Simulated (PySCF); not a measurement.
# WHCl: relaxation and vibrations of the triplet

The task is one start of a wider search on WHCl: the triplet, from a bent start. It is relaxed, tested by its Hessian and followed downhill if it is a saddle.

The runs use PySCF 2.14.0; PBE0, basis W def2-TZVP with ECP60, H def2-TZVP, Cl def2-TZVP, scalar-relativistic core potentials, no spin–orbit coupling, density fitting.

**1. Starting geometry**

3 atoms, charge 0, spin multiplicity 3.

Bond lengths: W1–H2 1.690 Å, W1–Cl3 2.360 Å. Angles: H2–W1–Cl3 110.0°.

Z-matrix (Å, degrees; charge 0 multiplicity 3):
```
W
H  1 1.6900
Cl 1 2.3600 2 110.00
```

**2. First SCF at the start**

The steps below are one call of a driver around PySCF. For each, scf.py gives the equivalent set-up of the SCF; relaxations use the driver's own optimiser. After this first run the driver tries any further starts and a stability analysis.

Input file scf.py:

```python
from pyscf import gto, scf, dft
mol = gto.M(atom='''
W      0.000000     0.000000     0.000000
H     -1.384400     0.000000     0.969300
Cl     1.933200     0.000000     1.353600''',
    basis={'W': 'def2-TZVP', 'H': 'def2-TZVP', 'Cl': 'def2-TZVP'},
    ecp={'W': 'def2-TZVP'},
    charge=0, spin=2)
mf = dft.UKS(mol, xc='PBE0')
mf.grids.atom_grid = (50, 194)
aux = {'W': 'def2-universal-JKFIT', 'H': 'def2-universal-JKFIT', 'Cl': 'def2-universal-JKFIT'}
mf = mf.density_fit(auxbasis=aux)
mf.conv_tol = 1e-08
mf.diis_space = 10
mf.max_cycle = 60
mf.init_guess = 'minao'
mf.verbose = 4
mf.kernel()
```

The run is started by

```sh
$ OMP_NUM_THREADS=2 python axn.py task.json out
```

Log:

```text
init E= -509.003565013701
[... the frontier-level lines of each cycle are left out ...]
cycle= 1 E= -527.544304479313  delta_E= -18.5  |g|= 0.35  |ddm|= 4.69
cycle= 2 E= -527.440468665204  delta_E= 0.104  |g|= 0.559  |ddm|= 0.832
cycle= 3 E= -527.602060661398  delta_E= -0.162  |g|= 0.132  |ddm|= 0.545
cycle= 4 E= -527.612621472664  delta_E= -0.0106  |g|= 0.0497  |ddm|= 0.176
cycle= 5 E= -527.616501395197  delta_E= -0.00388  |g|= 0.0197  |ddm|= 0.0979
cycle= 6 E= -527.619808557238  delta_E= -0.00331  |g|= 0.0231  |ddm|= 0.0795
cycle= 7 E= -527.613449811061  delta_E= 0.00636  |g|= 0.0129  |ddm|= 0.191
cycle= 8 E= -527.612888657821  delta_E= 0.000561  |g|= 0.00832  |ddm|= 0.114
cycle= 9 E= -527.613064702106  delta_E= -0.000176  |g|= 0.00423  |ddm|= 0.0304
cycle= 10 E= -527.613263302804  delta_E= -0.000199  |g|= 0.00322  |ddm|= 0.0449
cycle= 11 E= -527.613290978448  delta_E= -2.77e-05  |g|= 0.00232  |ddm|= 0.0142
cycle= 12 E= -527.613314521671  delta_E= -2.35e-05  |g|= 0.000764  |ddm|= 0.029
cycle= 13 E= -527.613319403448  delta_E= -4.88e-06  |g|= 0.000402  |ddm|= 0.00759
cycle= 14 E= -527.613321218908  delta_E= -1.82e-06  |g|= 0.000369  |ddm|= 0.00379
cycle= 15 E= -527.613322250132  delta_E= -1.03e-06  |g|= 0.000343  |ddm|= 0.00242
cycle= 16 E= -527.613323972561  delta_E= -1.72e-06  |g|= 0.00023  |ddm|= 0.00427
cycle= 17 E= -527.613326197919  delta_E= -2.23e-06  |g|= 0.000142  |ddm|= 0.00836
cycle= 18 E= -527.613326951242  delta_E= -7.53e-07  |g|= 5.46e-05  |ddm|= 0.00679
cycle= 19 E= -527.61332699404  delta_E= -4.28e-08  |g|= 3.25e-05  |ddm|= 0.00141
cycle= 20 E= -527.613326995437  delta_E= -1.4e-09  |g|= 2.19e-05  |ddm|= 9.9e-05
Extra cycle  E= -527.613327004065  delta_E= -8.63e-09  |g|= 3.23e-05  |ddm|= 0.000164
converged SCF energy = -527.613327004065  <S^2> = 2.0174967  2S+1 = 3.0116419
```

This step, with its further starts and checks, needed 12 s of wall time on 2 threads of Arm Neoverse V2, shared host.

Energies from each starting density:

| start | energy (Eh) |
| --- | --- |
| the minimal-basis guess | -527.613327 |
| a thermally smeared density | -527.636202 |
| a smeared PBE density | -527.644910 |

This is not the lowest solution: one lies 82.9 kJ/mol lower, at -527.64491 Eh, and the relaxation starts from that.

**3. Relaxing the triplet from the bent start**

The program finds Cs symmetry in the start, which this walk keeps. Threshold on the gradient: 0.0003 Eh/bohr, with a further test on the energy change.

scf.py: that of step 2 with these lines changed.

```diff
@@ -3,3 +3,3 @@
-W      0.000000     0.000000     0.000000
-H     -1.384400     0.000000     0.969300
-Cl     1.933200     0.000000     1.353600''',
+W     -0.301038     0.000000    -0.219666
+H     -1.685438     0.000000     0.749634
+Cl     1.632162     0.000000     1.133934''',
@@ -16 +15,0 @@
-mf.init_guess = 'minao'
```

The optimiser's trace:

| step | energy (Eh) | change (kJ/mol) | largest symmetric gradient (Eh/bohr) |
| --- | --- | --- | --- |
| 0 | -527.644910 | 0.00 | 0.02971 |
| 1 | -527.649652 | -12.45 | 0.01157 |
| 2 | -527.650703 | -15.21 | 0.00623 |
| 3 | -527.650893 | -15.71 | 0.00226 |
| 4 | -527.650953 | -15.87 | 0.00069 |
| 5 | -527.650955 | -15.87 | 0.00037 |
| 6 | -527.650956 | -15.87 | 0.00000 |

The walk took 11 s.

Positions (Å) and forces (eV/Å) along the way:

```
step 0
W   -0.301   0.000  -0.220   1.529   0.000   1.242
H   -1.685   0.000   0.750  -0.360   0.000  -0.143
Cl   1.632   0.000   1.134  -1.169   0.000  -1.098
step 1
W   -0.267   0.000  -0.163   0.595   0.000   0.531
H   -1.715   0.000   0.727  -0.225   0.000  -0.102
Cl   1.628   0.000   1.100  -0.370   0.000  -0.429
step 3
W   -0.247   0.000  -0.098  -0.117   0.000   0.026
H   -1.772   0.000   0.692   0.007  -0.001  -0.052
Cl   1.665   0.000   1.070   0.110   0.001   0.025
step 6
W   -0.249   0.000  -0.081  -0.001   0.000   0.000
H   -1.789   0.000   0.679   0.000   0.000   0.003
Cl   1.684   0.000   1.065   0.001   0.000  -0.003
```

End point (Cs, 6 steps, 15.9 kJ/mol gained): W–Cl 2.248 Å, W–H 1.717 Å; Cl–W–H 123.1°.

**4. Hessian and properties**

The point is checked on the finer grid, and tightened if its gradient asks for it. The Hessian and the dipole derivatives come from central differences of analytic gradients, with steps of 0.02 bohr.

scf.py: that of step 3 with these lines changed.

```diff
@@ -3,3 +3,3 @@
-W     -0.301038     0.000000    -0.219666
-H     -1.685438     0.000000     0.749634
-Cl     1.632162     0.000000     1.133934''',
+W     -0.300376     0.000000    -0.186129
+H     -1.839965     0.000000     0.574631
+Cl     1.633070     0.000000     0.960382''',
@@ -10 +10 @@
-mf.grids.atom_grid = (50, 194)
+mf.grids.atom_grid = (75, 302)
@@ -13 +13 @@
-mf.conv_tol = 1e-08
+mf.conv_tol = 1e-10
```

This SCF starts from the last density.

Log of the central SCF (cycles and frontier levels):

```text
init E= -527.651047610834
[... the frontier-level lines of each cycle are left out ...]
cycle= 1 E= -527.651047610845  delta_E= -1.07e-11  |g|= 1.85e-06  |ddm|= 7.14e-06
Extra cycle  E= -527.651047610849  delta_E= -3.87e-12  |g|= 2.76e-06  |ddm|= 6.18e-06
converged SCF energy = -527.651047610849  <S^2> = 2.9976894  2S+1 = 3.6042693
```

The whole step took 39 s.

Geometry: Cs; W–Cl 2.248 Å, W–H 1.717 Å; Cl–W–H 123.0°.

Harmonic modes (main isotopes):

```tsv
symmetry	ω (cm⁻¹)	IR (km/mol)	μ (u)	type
a'	392	20.8	8.90	mixed
a'	481	61.5	1.14	bend
a'	1962	173	1.01	stretch
```

Every mode is real; the point is a minimum.

Properties at this point:

* Dipole moment: 2.23 D
* Highest occupied level: -5.36 eV
* Lowest empty level: -2.54 eV
* Rotational constants: 8.201, 0.1123, 0.1107 cm⁻¹
* Zero-point energy: 17.0 kJ/mol
* Principal polarisabilities: 54.5, 56.0, 69.5 bohr³
* Atomisation energy without zero-point energy: 637 kJ/mol
* Principal traceless quadrupole moments about the centre of mass: -3.49, 1.31, 2.18 D Å
* Entropy at 298.15 K and 1 bar (electronic part: spin only): 285.6 J/(mol K)
* Heat capacity Cp at 298.15 K: 44.9 J/(mol K)
* Enthalpy at 298.15 K above 0 K: 11.38 kJ/mol
* Rotational symmetry number: 1
* Spin squared ⟨S²⟩: 2.998

Charges (e) and bond orders:

```csv
atom,Mulliken,Löwdin,polar tensor,spin (Mulliken),Mayer order to W1
W1,0.43,0.08,0.77,2.10,–
H2,-0.10,-0.12,-0.26,-0.03,0.99
Cl3,-0.33,0.04,-0.52,-0.07,1.19
```

Outer orbital energies (eV). α occupied: -22.52, -11.04, -10.02, -9.60, -9.12, -6.68, -6.36, -6.28; empty: -2.46, -2.42, -1.25, -0.43. β occupied: -43.47, -43.29, -22.60, -11.03, -9.86, -9.82, -8.96, -5.36; empty: -2.54, -2.04, -1.61, -1.58.

Mulliken populations on W1 (outside its core potential): s 2.86, p 6.25, d 4.44, f 0.03.

**5. What came out**

```
                                          quantity                                     value
                                           minimum              broken-symmetry (Ms = 1), Cs
                                          geometry  W–Cl 2.248 Å, W–H 1.717 Å; Cl–W–H 123.0°
                                wavenumbers (cm⁻¹)             392 (a'), 481 (a'), 1962 (a')
                                     dipole moment                                    2.23 D
highest occupied, lowest empty level (either spin)                           -5.36, -2.54 eV
                         polar-tensor charge of W1                                   +0.77 e
                                 zero-point energy                               17.0 kJ/mol
                               entropy at 298.15 K                           285.6 J/(mol K)
         atomisation energy (no zero-point energy)                                637 kJ/mol
                                              ⟨S²⟩                                     2.998
```

What this shows: The bent start keeps its Cs symmetry and ends in a minimum. The determinant is spin-contaminated (⟨S²⟩ = 3.00 against 2.00), so it is no pure spin state. In the infrared the band at 1962 cm⁻¹ (a', stretch) leads. The first SCF alone would have been 83 kJ/mol too high. Only this shape and spin were tried, so other structures or states may lie lower. One determinant may miss the lowest occupation of an open d or f shell. Spin–orbit coupling, left out here, can matter for elements this heavy.

The search up to here took 62 s.
